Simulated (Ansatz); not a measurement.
# Eu: how the settings move a single-point run

Question: which choices in the input matter for Eu?

Program: Ansatz 0.2.0. Level of theory: reference: DFT, LDA, PAW with Ansatz's default frozen-core files, scalar-relativistic. These are calculated values, not measurements.

### Step 1. The starting structure

It takes space group Cmcm (No. 63, orthorhombic). Conventional cell: a = 3.994 Å, b = 6.959 Å, c = 6.341 Å, α = 90.00°, β = 90.00°, γ = 90.00°. Eu (site symmetry m2m) has 12 Eu at 3.90 to 4.01 Å as nearest neighbours.

As a file:

```
CELL_PARAMETERS angstrom
1.99707 -3.47971 0.00000
1.99707 3.47971 0.00000
0.00000 0.00000 6.34073
ATOMIC_POSITIONS crystal
Eu 0.83687 0.16313 0.75000
Eu 0.16313 0.83687 0.25000
```

### Step 2. The reference run

File input.yaml:

```yaml
crystal:
  lattice:
    - [1.99706651, -3.47970938, 0.0]
    - [1.99706651, 3.47970938, 0.0]
    - [0.0, 0.0, 6.34072505]
  atoms:
    - { symbol: Eu, position: [0.83686714, 0.16313286, 0.75] }
    - { symbol: Eu, position: [0.16313286, 0.83686714, 0.25] }
kpoints:
  mp_grid: { grid: [10, 10, 5] }
scf:
  occupations: { method: fermi_dirac, width: 0.08 }
hamiltonian:
  xc: lda
  pseudopotentials: { kind: paw }
output:
  forces: true
  stress: true
  eigenvalues: true
```

Run with:

```console
ansatz run input.yaml --threads 1 --pin off --max-ram 3072MiB --backend cpu --events-out ev --progress --plain --runs-dir out
```

From the output:

```text
[...]
Basis set: ecut = 420 eV, 1741 PW (Γ)
[...]
k-points: 93 of 500
[...]
SCF iter   1: F=—  HF=-17117.730147 eV  |F-HF|=—  |Δ(HF+E_count)|=         —  Δρ=2.55e-2  dr2=4.52e-1  ethr=1.77e-3  ⟨swp⟩=5.1  Hψ=9961  notcnv=0
preconditioner: auto → Kerker (q_TF=auto, 2.328 Å⁻¹)  [metal: Δε(μ)=0.000 eV  Ē_g=8.824 eV  σ=0.080 eV  W_gap=0.00  n_scr=22 (ndim 8)  ℏωp=21.7 eV  f_vac=0.000  D(μ)=75.93/eV (n_scr^D=2862)]
SCF iter   2: F=—  HF=-17117.715377 eV  |F-HF|=—  |Δ(HF+E_count)|=   1.48e-2  Δρ=1.22e-2  dr2=1.00e-1  ethr=1.33e-3  ⟨swp⟩=1.0  Hψ=3534  notcnv=0
[...]
SCF iter  12: F=—  HF=-17117.711638 eV  |F-HF|=—  |Δ(HF+E_count)|=   9.48e-7  Δρ=3.24e-5  dr2=2.97e-7  ethr=3.71e-9  ⟨swp⟩=1.0  Hψ=2790  notcnv=0
SCF iter  13: F=-17117.711638 eV  HF=-17117.711638 eV  |F-HF|=6.18e-9  |Δ(HF+E_count)|=   4.32e-8  Δρ=5.16e-6  dr2=1.65e-8  ethr=2.94e-10  ⟨swp⟩=5.4  Hψ=10518  notcnv=0
[...]
SCF converged after 13 iterations
Free energy (F): -17117.711638 eV
[...]
E sigma→0 (E₀):  -17117.016386 eV
[...]
Fermi energy:    8.247722 eV
[...]
  P = ⅓ Tr σ = -6.5855 GPa (-65.855 kbar)
[...]
```

Run time: 14 s. Hardware: 1 thread of Arm Neoverse V1, shared host; peak memory 0.44 GiB.

### Step 3. Changed: eigensolver.kind davidson, basis.precision f64

Changes to input.yaml since step 2:

```diff
@@ -12,2 +12,3 @@
   occupations: { method: fermi_dirac, width: 0.08 }
+  eigensolver: { kind: davidson }
 hamiltonian:
@@ -19 +20,3 @@
   eigenvalues: true
+basis:
+  precision: f64
```

Run with:

```console
ansatz run input.yaml --threads 1 --pin off --max-ram 3072MiB --backend cpu --events-out ev --progress --plain --runs-dir out
```

Output:

```text
band count auto-derived: 30 (N_el = 34.0; filled up to band 17; 21 by the electrons, moments and atoms)
Engine: ansatz 0.2.0
Pseudopotentials: kind: paw
Pseudopotential: Eu, paw, valence charge 17, recommended cutoff 420 eV (normal)
Functional definition: SPW92
  exchange = slater_x
  correlation = pw_c
Crystal: 2 atoms, lattice volume = 88.126 Å³
Basis set: ecut = 420 eV, 1741 PW (Γ)
Bands: 30, of which v1, the nominal top of the filled ones, is band 17 counted from 1 (16 counted from 0)
Symmetry: 8 space group operations
Space group: Cmcm (ITA 63), of the structure as read, at distance tolerance 4.5e-5 Å
k-points: 93 of 500
Non-local potential: Eu, projectors of the file, l = 0: 3, l = 1: 2, l = 2: 2, l = 3: 3
PAW form: soft (Blöchl's): semilocal exchange-correlation on the pseudo side does not see the compensation charge
PAW frozen core: Eu, regenerated for the run's functional, and the local potential with it (the file was generated under x = pbe(κ = 0.804, μ = 0.2195149727645171), c = pbe(β = 0.06672455060314922))
PAW one-centre angular grid: Eu, 590 points (default); XC on 64 Gauss nodes
Initial density: superposition of atomic densities (neutral atoms: chi_scale 0, normalization atom), corrected by the library's trained network
Initial wavefunctions: pseudopotential atomic-orbital guess
Functional: x = slater, c = lda
SCF iter   1: F=—  HF=-17117.729233 eV  |F-HF|=—  |Δ(HF+E_count)|=         —  Δρ=2.58e-2  dr2=4.66e-1  ethr=1.77e-3  ⟨swp⟩=5.3  Hψ=11709  notcnv=0
preconditioner: auto → Kerker (q_TF=auto, 2.328 Å⁻¹)  [metal: Δε(μ)=0.000 eV  Ē_g=8.828 eV  σ=0.080 eV  W_gap=0.00  n_scr=22 (ndim 8)  ℏωp=21.7 eV  f_vac=0.000  D(μ)=75.93/eV (n_scr^D=2862)]
SCF iter   2: F=—  HF=-17117.714789 eV  |F-HF|=—  |Δ(HF+E_count)|=   1.44e-2  Δρ=1.24e-2  dr2=1.04e-1  ethr=1.37e-3  ⟨swp⟩=2.1  Hψ=5453  notcnv=0
SCF iter   3: F=—  HF=-17117.777426 eV  |F-HF|=—  |Δ(HF+E_count)|=   6.26e-2  Δρ=4.70e-2  dr2=5.98e-1  ethr=3.06e-4  ⟨swp⟩=2.3  Hψ=5336  notcnv=0  defer=8  recentre
iter 4 solved again at ethr=1.81e-6 eV; its pass at ethr=3.06e-4 eV (dr2=6.16e-4 eV) is discarded
SCF iter   4: F=—  HF=-17117.711712 eV  |F-HF|=—  |Δ(HF+E_count)|=   6.57e-2  Δρ=9.71e-4  dr2=5.74e-4  ethr=1.81e-6  ⟨swp⟩=4.8  Hψ=13575  notcnv=0  defer=1
SCF iter   5: F=—  HF=-17117.711731 eV  |F-HF|=—  |Δ(HF+E_count)|=   1.98e-5  Δρ=1.58e-3  dr2=1.25e-3  ethr=1.69e-6  ⟨swp⟩=2.0  Hψ=5161  notcnv=0  recentre
SCF iter   6: F=—  HF=-17117.712390 eV  |F-HF|=—  |Δ(HF+E_count)|=   6.58e-4  Δρ=5.06e-3  dr2=7.13e-3  ethr=1.69e-6  ⟨swp⟩=2.0  Hψ=5156  notcnv=0
SCF iter   7: F=—  HF=-17117.711651 eV  |F-HF|=—  |Δ(HF+E_count)|=   7.39e-4  Δρ=5.57e-4  dr2=3.02e-4  ethr=1.69e-6  ⟨swp⟩=2.0  Hψ=5156  notcnv=0
SCF iter   8: F=—  HF=-17117.711639 eV  |F-HF|=—  |Δ(HF+E_count)|=   1.17e-5  Δρ=2.65e-4  dr2=2.38e-5  ethr=8.90e-7  ⟨swp⟩=2.0  Hψ=5156  notcnv=0
SCF iter   9: F=—  HF=-17117.711638 eV  |F-HF|=—  |Δ(HF+E_count)|=   1.62e-6  Δρ=9.49e-5  dr2=3.46e-6  ethr=7.01e-8  ⟨swp⟩=3.9  Hψ=6850  notcnv=0
SCF iter  10: F=—  HF=-17117.711638 eV  |F-HF|=—  |Δ(HF+E_count)|=   7.13e-7  Δρ=5.35e-5  dr2=1.48e-6  ethr=1.02e-8  ⟨swp⟩=3.0  Hψ=5318  notcnv=0
SCF iter  11: F=—  HF=-17117.711639 eV  |F-HF|=—  |Δ(HF+E_count)|=   7.58e-7  Δρ=7.63e-5  dr2=1.18e-6  ethr=4.34e-9  ⟨swp⟩=2.9  Hψ=5286  notcnv=0  recentre
SCF iter  12: F=—  HF=-17117.711639 eV  |F-HF|=—  |Δ(HF+E_count)|=   2.59e-7  Δρ=1.26e-4  dr2=4.20e-6  ethr=3.47e-9  ⟨swp⟩=2.1  Hψ=5161  notcnv=0
SCF iter  13: F=-17117.711638 eV  HF=-17117.711638 eV  |F-HF|=2.39e-8  |Δ(HF+E_count)|=   4.56e-7  Δρ=7.58e-6  dr2=3.16e-8  ethr=3.47e-9  ⟨swp⟩=2.0  Hψ=5156  notcnv=0
the search or the solves at the SCF's close seem to have found levels that the self-consistency loop had missed (the run counts 1). By its estimate they hold under 1e-12 electrons; where the run keeps them, the occupations were computed again with them
SCF 1 converged in 13 iterations: F = -17117.711638 eV  dr2 = 3.16e-8
  Residual-converged pass: ⟨swp⟩=5.0  Hψ=9949  notcnv=0  max |occ|·‖R‖ = 6.5e-6 eV (tolerance 6.7e-6 eV)  dr2=3.05e-8  dr2_onsite=2.87e-8  max |Δocc| = 3.2e-8
SCF converged after 13 iterations
Free energy (F): -17117.711638 eV
Harris-Foulkes:  -17117.711638 eV  (|F-HF|=2.39e-8)
Internal energy: -17116.321135 eV  (E = F + TS)
E sigma→0 (E₀):  -17117.016386 eV
Entropy (-TS):   -1.390504 eV (-695.252 meV/atom)
Fermi energy:    8.247742 eV
--- Per-component energies (eV) ---
  E_band       = -127.740654
  E_kinetic    = 712.049796
  E_local      = -4363.144563  (includes V_loc(G=0)·N_el)
  E_nonlocal   = 931.351935
  E_hartree    = 1708.311451
  E_xc         = -353.123744
  E_vxc        = -406.923954  (∫ρ·V_xc dr)
  E_paw        = -12351.664682  (= ΣΔE_a)
  E_vpaw       = -417.703678  (= ΣTr[D̂ρ^β])
  E_aug_tail   = -0.000000  (compensation charges beyond the density's cutoff)
  E_ewald      = -3402.371105
  E_core_change = 2.269777  (= ΣΔE_core)
  E_smearing   = -1.390504  (= −TS)
  E_closure    = 0.000000  (closes the sum)
  Σ components = -17117.711638   (vs F -17117.711638, Δ=0.00e0)
--- Forces (eV/Å), atoms counted from 1 ---
  atom   1  Eu     0.00000000     0.01381062     0.00000000
  atom   2  Eu     0.00000000    -0.01381062     0.00000000
  max |Σ_I F_I| component: 0.00e0 eV/Å
--- Stress (GPa, compression-positive) ---
       -6.818956       0.000000       0.000000
        0.000000      -6.775023       0.000000
        0.000000       0.000000      -6.162788
  P = ⅓ Tr σ = -6.5856 GPa (-65.856 kbar)
--- Band table (eV; the first three rows and the last of 93) ---
  k-point 0: bands = ["-32.7860", "-32.7551", "-11.8886", "-11.5528", "-11.5439", "-11.4863", "-11.4845", "-11.4685", "4.3791", "6.9303", "8.1455", "8.1699", "8.1905", "8.2254", "8.2298", "8.2428", "8.2462", "8.2527", "8.2569", "8.2612", "8.3178", "8.3245", "8.3514", "8.3575", "9.4535", "10.2459", "10.3480", "10.4938", "10.8230", "10.8249"]
  k-point 1: bands = ["-32.7831", "-32.7580", "-11.8503", "-11.5464", "-11.5385", "-11.5105", "-11.4918", "-11.4911", "4.5988", "6.7066", "8.1372", "8.1500", "8.1824", "8.2123", "8.2157", "8.2380", "8.2397", "8.2462", "8.2733", "8.2802", "8.3364", "8.3409", "8.3520", "8.3569", "9.3610", "10.1471", "10.2303", "10.2989", "10.6471", "10.6502"]
  k-point 2: bands = ["-32.7754", "-32.7658", "-11.7485", "-11.6189", "-11.5292", "-11.5241", "-11.5082", "-11.5063", "5.2067", "6.0277", "8.1154", "8.1227", "8.2052", "8.2085", "8.2089", "8.2163", "8.2165", "8.2324", "8.3150", "8.3207", "8.3444", "8.3454", "8.3536", "8.3554", "9.4564", "9.8535", "10.1275", "10.1764", "10.3274", "10.3460"]
  k-point 92: bands = ["-32.7567", "-32.7541", "-11.8607", "-11.8372", "-11.5938", "-11.5936", "-11.5624", "-11.5611", "7.0492", "7.2939", "8.1432", "8.1479", "8.2199", "8.2238", "8.2255", "8.2275", "8.2309", "8.2426", "8.2537", "8.2811", "8.3177", "8.3184", "8.3217", "8.3278", "8.7896", "8.8795", "9.9330", "9.9598", "10.8651", "11.7390"]
```

Run time: 22 s. Hardware: 1 thread of Arm Neoverse V1, shared host; peak memory 0.4 GiB.

Energy and cycle count are those of the reference, so the change (solver and arithmetic precision) left the result and the number of cycles as they were. Cost: 22 s against 14 s.

### Step 4. All runs together

| run | ending | energy change | pressure (GPa) | gap (eV) | force (eV/Å) | cycles | time |
| --- | --- | --- | --- | --- | --- | --- | --- |
| reference | converged | 0 | -6.6 | 0.00 | 0.01 | 13 | 14 s |
| 1: eigensolver.kind davidson, basis.precision f64 | converged | 0.0 meV/atom | -6.6 | 0.00 | 0.01 | 13 | 22 s |

Residual by cycle in the longest SCF loop of each run; runs are numbered as in the table. The quantity is the density residual dr2, in eV.

| cycle | reference | run 1 |
| --- | --- | --- |
| 1 | 0.452 | 0.466 |
| 2 | 0.1 | 0.104 |
| 3 | 0.599 | 0.598 |
| 4 | 6.5e-4 | 5.7e-4 |
| 5 | 0.0014 | 0.00125 |
| 6 | 0.0175 | 0.00713 |
| 8 | 1.3e-5 | 2.4e-5 |
| 9 | 1.4e-6 | 3.5e-6 |
| 10 | 1.3e-6 | 1.5e-6 |
| 11 | 8.9e-6 | 1.2e-6 |
| 12 | 3.0e-7 | 4.2e-6 |
| 13 | 1.6e-8 | 3.2e-8 |

What this shows: Energy and cycle count are those of the reference, so the change (solver and arithmetic precision) left the result and the number of cycles as they were. Cost: 22 s against 14 s. The reference has no spin polarisation; with Eu present, a magnetic state may lie lower.
